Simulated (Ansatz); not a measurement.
# Fe (Fe, hcp): the cost of one run

Program: Ansatz 0.2.0. Level of theory: DFT PBEsol, plane waves (420 eV) with PAW, scalar-relativistic; PAW files made under PBE, frozen cores solved again for the functional. These are calculated values, not measurements.

## Step 1: The starting structure

It takes space group P6_3/mmc (No. 194, hexagonal). The conventional cell has a = 2.554 Å, b = 2.554 Å, c = 4.170 Å, α = 90.00°, β = 90.00°, γ = 120.00°. Fe (site symmetry -6m2) is surrounded by 12 Fe at 2.55 Å.

Structure file:

```xyz
2
Lattice="2.5538 0.0000 0.0000 -1.2769 2.2116 0.0000 0.0000 0.0000 4.1703" Properties=species:S:1:pos:R:3 pbc="T T T"
Fe    0.0000    1.4744    1.0426
Fe    1.2769    0.7372    3.1277
```

The atoms start with moments of +2.5, -2.5 μB.

## Step 2: Relaxing cell and atoms

Contents of input.yaml:

```yaml
crystal:
  lattice:
    - [2.5537576109, 0.0, 0.0]
    - [-1.2768788055, 2.2116189662, 0.0]
    - [0.0, 0.0, 4.1702861787]
  atoms:
    - { symbol: Fe, position: [0.3333333333, 0.6666666667, 0.25], spin: 2.5 }
    - { symbol: Fe, position: [0.6666666667, 0.3333333333, 0.75], spin: -2.5 }
hamiltonian:
  xc: pbesol
  pseudopotentials:
    kind: paw
    azcp:
      Fe: "pseudopotentials/Fe.paw.azcp"
basis:
  ecutwfc: 420
  fft_grid_basis: typed
kpoints:
  mp_grid: { grid: [14, 14, 8], shift: [0, 0, 0] }
magnetization:
  spin_polarized: true
scf:
  occupations: { method: fermi_dirac, width: 0.05 }
relax:
  max_steps: 60
  f_tol: 0.01
  cell: {}
output:
  write_density: true
  write_potential: true
  elf: true
  volumetric_format: npy
```

Q: Estimate wall time and peak memory on 2 threads of Arm Neoverse V1, shared host.

About 77 s, with a peak of 0.42 GiB.
